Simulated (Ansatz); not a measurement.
# B6Pb2O11: the cost of one run

Method: DFT PBE, scalar-relativistic, plane waves, PAW, in Ansatz 0.2.0.

## (1) The structure to begin with

The cell holds 19 atoms (B6O11Pb2): a = 6.333 Å, b = 6.301 Å, c = 6.455 Å, α = 89.95°, β = 87.29°, γ = 89.87°.

It is the last frame of an earlier stage of the same melt, run at 1360 K.

The coordinates stand in the first input below.

## (2) Langevin stage at 300 K

One k point, a Fermi-Dirac width of 0.050 eV and a fixed cell.

Contents of input.yaml:

```yaml
crystal:
  lattice:
    - [6.33099, 0.007204, 0.151157]
    - [0.007204, 6.30101, 0.002716]
    - [0.151157, 0.002716, 6.452972]
  atoms:
    - { symbol: Pb, position: [0.0044025806, 0.5638955061, 0.5081059889] }
    - { symbol: Pb, position: [0.7151909524, 0.4038067987, 0.0882997936] }
    - { symbol: O, position: [0.2037449196, 0.83491204, 0.8659668949] }
    - { symbol: O, position: [0.5420611786, 0.6312566693, 0.3715952545] }
    - { symbol: O, position: [0.5782270491, 0.0967923341, 0.4012062003] }
    - { symbol: O, position: [0.4980458166, 0.049000997, 0.7513839049] }
    - { symbol: O, position: [0.9180976268, 0.969304704, 0.1251519011] }
    - { symbol: O, position: [0.2271631998, 0.9922978406, 0.5290633992] }
    - { symbol: O, position: [0.0380416062, 0.3023221666, 0.2589448764] }
    - { symbol: O, position: [0.340071231, 0.5156316609, 0.708121069] }
    - { symbol: O, position: [0.8949834006, 0.6502445604, 0.921692617] }
    - { symbol: O, position: [0.7025158678, 0.358672143, 0.6445385331] }
    - { symbol: O, position: [0.291324716, 0.0468172986, 0.1773780679] }
    - { symbol: B, position: [0.3780484714, 0.0342819396, 0.3689719407] }
    - { symbol: B, position: [0.3224927835, 0.9606002104, 0.741786976] }
    - { symbol: B, position: [0.4591232639, 0.5747688745, 0.5537320707] }
    - { symbol: B, position: [0.0163459533, 0.8266435505, 0.9763608074] }
    - { symbol: B, position: [0.6167625308, 0.1725626273, 0.6038237419] }
    - { symbol: B, position: [0.08339743, 0.105194487, 0.1992191567] }
  symmetry: { detect: false }
basis:
  ecutwfc: 420
  xc_grid: 1
kpoints:
  mp_grid: { grid: [1, 1, 1], shift: [0.0, 0.0, 0.0] }
hamiltonian:
  xc: pbe
scf:
  occupations: { method: fermi_dirac, width: 0.05 }
  lower_state_search: "off"
  convergence: { dr2_threshold: 1.0e-05 }
output:
  forces: true
  stress: true
md:
  timestep: 1.5
  n_steps: 250
  ensemble: nvt_langevin
  friction: 0.03
  temperature: 300.0
  initial_velocities: maxwell_boltzmann
  seed: 28802
```

Launch:

```
$ ansatz run input.yaml --threads 2 --pin off --max-ram 5120MiB --backend cpu --events-out ev --progress --plain --runs-dir out
```

Q: Estimate wall time and peak memory on 2 threads of Arm Neoverse V1, shared host.

About 2.8 min, with a peak of 0.37 GiB.
